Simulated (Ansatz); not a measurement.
Runs of Ansatz 0.2.0 on NiMoIrPdW. It takes space group Cm (No. 8, monoclinic). Conventional cell: a = 4.689 Å, b = 2.863 Å, c = 11.144 Å, α = 90.00°, β = 101.20°, γ = 90.00°. Around Ni (site symmetry m) lie 3 Ir at 2.59 to 2.61 Å and 3 Pd at 2.67 to 2.68 Å and 6 Ni at 2.75 to 2.86 Å. Around Mo (site symmetry m) lie 3 Ir at 2.68 Å and 6 Mo at 2.75 to 2.86 Å and 2 W at 2.78 Å. Pd (site symmetry m) is surrounded by 3 Ni at 2.67 to 2.68 Å and 3 W at 2.74 to 2.75 Å and 6 Pd at 2.75 to 2.86 Å. Ir (site symmetry m) is surrounded by 3 Ni at 2.59 to 2.61 Å and 3 Mo at 2.68 Å and 6 Ir at 2.75 to 2.86 Å. Around W (site symmetry m) lie 3 Pd at 2.74 to 2.75 Å and 6 W at 2.75 to 2.86 Å and 2 Mo at 2.78 Å. The cell was built by a generator and needn't be a form met in nature.

```csv
potentials or basis,cutoff (eV),gap on the mesh (eV),pressure (GPa),moment (μB),largest force (eV/Å)
PseudoDojo standard (PBE files),1333,none,0.0,0.00,0.07
Ansatz NC with PseudoDojo standard (PBE files),1400,none,0.0,0.00,0.08
JTH PAW,2400,none,(a),0.00,0.08
Ansatz PAW earlier set,1080,none,0.0,0.00,0.08
```

Alike in all rows: task single point; level PBE; spin collinear, ferromagnetic start; cell as given; k mesh 11 × 11 × 3; smearing fermi-dirac 0.05 eV.

**Question.** Fill in the values left out.

**Answer.** (a) 0.2.

A k mesh can miss the band edges, and the runs leave out spin-orbit coupling on Ir, Mo, Pd, W.

A gap of «none» marks a metal or a gap under the smearing width.

Not every run made on this cell is shown here.
